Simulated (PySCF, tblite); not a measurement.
# C5H9BFGa: geometry, infrared bands and NMR shifts

Wanted: the infrared bands and NMR shifts of C5H9BFGa (`B/C=C(/F)[CH2][GaH][CH]=C`), by calculation.

The runs use tblite 0.8.0 and PySCF 2.14.0, with density-fitted response routines of our own; the level of theory stands in each step. All values are computed, except where a source is named. Atoms are numbered from 0 throughout.

## 1. The starting structure

17 atoms, charge 0, multiplicity 1; geometry from: force field or distance geometry start.

Bonds of the start (Å): B0–C1 1.54, C1–C2 1.35, C2–F3 1.34, C2–C4 1.47, C4–Ga5 2.10, Ga5–C6 1.96, C6–C7 1.35, B0–H8 1.18, B0–H9 1.19, C1–H10 1.11, C4–H11 1.11, C4–H12 1.11, Ga5–H13 1.43, C6–H14 1.10, C7–H15 1.10, C7–H16 1.08.

## 2. Optimising the geometry with GFN2-xTB

Job settings and geometry (Å):

```
{"job": {"kind": "relax", "xc": "GFN2-xTB", "basis": "xTB"}, "charge": 0, "multiplicity": 1}
B     -3.231900    -0.235300     0.446300
C     -1.976000    -1.098000     0.658400
C     -0.765600    -0.788200     0.135300
F      0.237400    -1.634400     0.406300
C     -0.643100     0.424900    -0.689400
Ga     0.798300     1.388000     0.500100
C      2.253000     0.098800     0.714200
C      3.464700     0.136500     0.115600
H     -4.241000    -0.774000     0.140900
H     -3.184900     0.953300     0.558100
H     -2.054200    -2.010700     1.281400
H     -0.294600     0.232800    -1.723700
H     -1.531500     1.093400    -0.638200
H      1.127700     2.726600     0.121800
H      2.119700    -0.761400     1.394000
H      4.186000    -0.667400     0.337200
H      3.729000     0.927100    -0.574800
```

Command:

```sh
> OMP_NUM_THREADS=1 python probes_run.py task.json out
```

One launch serves the whole session: the jobs run in the order shown.

**Question.** This job is followed by: GFN2-xTB harmonic vibrations, gas phase; GIAO PBE0/pcSseg-1 NMR shielding, non-relativistic, gas phase. What will the session give for the following? strongest single infrared mode (GFN2-xTB); zero-point energy (GFN2-xTB); 13C shifts against TMS (PBE0/pcSseg-1); 1H shifts against TMS (PBE0/pcSseg-1, means over atoms taken as alike); 11B shifts against BF3·OEt2 (PBE0/pcSseg-1); 19F shifts against CFCl3 (PBE0/pcSseg-1); shieldings of Ga (PBE0/pcSseg-1).

The runs gave:

| quantity | value |
| --- | --- |
| strongest single infrared mode (GFN2-xTB) | 1636 cm⁻¹, 693 km/mol |
| zero-point energy (GFN2-xTB) | 71.9 kcal/mol |
| 13C shifts against TMS (PBE0/pcSseg-1) | 206.9, 151.3, 150.2, 111.6, 31.4 ppm |
| 1H shifts against TMS (PBE0/pcSseg-1, means over atoms taken as alike) | 7.15, 7.09, 6.99, 6.61, 6.42, 6.18, 3.31 ppm |
| 11B shifts against BF3·OEt2 (PBE0/pcSseg-1) | 67.3 ppm |
| 19F shifts against CFCl3 (PBE0/pcSseg-1) | -34.6 ppm |
| shieldings of Ga (PBE0/pcSseg-1) | Ga5 1337.4 ppm |

**Reading.** Relaxing lowered the energy by 1.583 eV in 249 steps; the close pair that moved most is Ga5–H13, from 1.429 to 1.581 Å. No mode is imaginary among the 45: a minimum at this level. The strongest single mode, at 1636 cm⁻¹, moves mainly C2 and C1. GFN2-xTB is a fitted tight-binding method: band positions and strengths are rough. Its intensities can rank the bands wrongly. Spin-orbit coupling is left out, which matters for shieldings and couplings at and beside the heavy atoms.
